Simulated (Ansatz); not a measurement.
# Zr2B: the cost of one run

Computed with Ansatz 0.2.0 (DFT r2SCAN, scalar-relativistic, plane waves, PAW, unless a step's input says otherwise).

## Step 1: The structure to begin with

It takes space group P6/mmm (No. 191, hexagonal). The conventional cell has a = 4.152 Å, b = 4.152 Å, c = 2.639 Å, α = 90.00°, β = 90.00°, γ = 120.00°. Zr (site symmetry -6m2) is surrounded by 5 Zr at 2.40 to 2.64 Å and 6 B at 2.74 Å. B (site symmetry 6/mmm) has 2 B at 2.64 Å and 12 Zr at 2.74 Å as nearest neighbours.

Coordinates:

```
CELL_PARAMETERS angstrom
4.15176 0.00000 0.00000
-2.07588 3.59553 0.00000
0.00000 0.00000 2.63924
ATOMIC_POSITIONS crystal
Zr 0.33333 0.66667 0.50000
Zr 0.66667 0.33333 0.50000
B 0.00000 0.00000 0.00000
```

(A quick probe on a coarse mesh, which set the mesh and smearing, is not shown.)

## Step 3: Coarse relaxation

input.yaml

```yaml
crystal:
  lattice:
    - [4.1517637304, 0.0, 0.0]
    - [-2.0758818652, 3.5955328611, 0.0]
    - [0.0, 0.0, 2.6392369711]
  atoms:
    - { symbol: Zr, position: [0.3333333333, 0.6666666667, 0.5] }
    - { symbol: Zr, position: [0.6666666667, 0.3333333333, 0.5] }
    - { symbol: B, position: [0.0, 0.0, 0.0] }
basis:
  ecutwfc: 500
kpoints:
  mp_grid: { grid: [6, 6, 6] }
hamiltonian:
  xc: r2scan
scf:
  occupations: { method: gaussian, width: 0.1 }
  lower_state_search: "off"
output:
  forces: true
  stress: true
  eigenvalues: true
relax:
  adjacent_minimum: "off"
  f_tol: 0.04
  max_steps: 70
  cell: { stress_tol: 0.4 }
```

The run is started by

```console
$ ansatz run input.yaml --threads 1 --pin off --max-ram 2560MiB --backend cpu --events-out ev --progress --plain --runs-dir out
```

**Question.** How long does this run take on 1 thread of an x86-64 CPU, shared host, and how much memory does it need?

About 55 s, with a peak of 0.51 GiB.
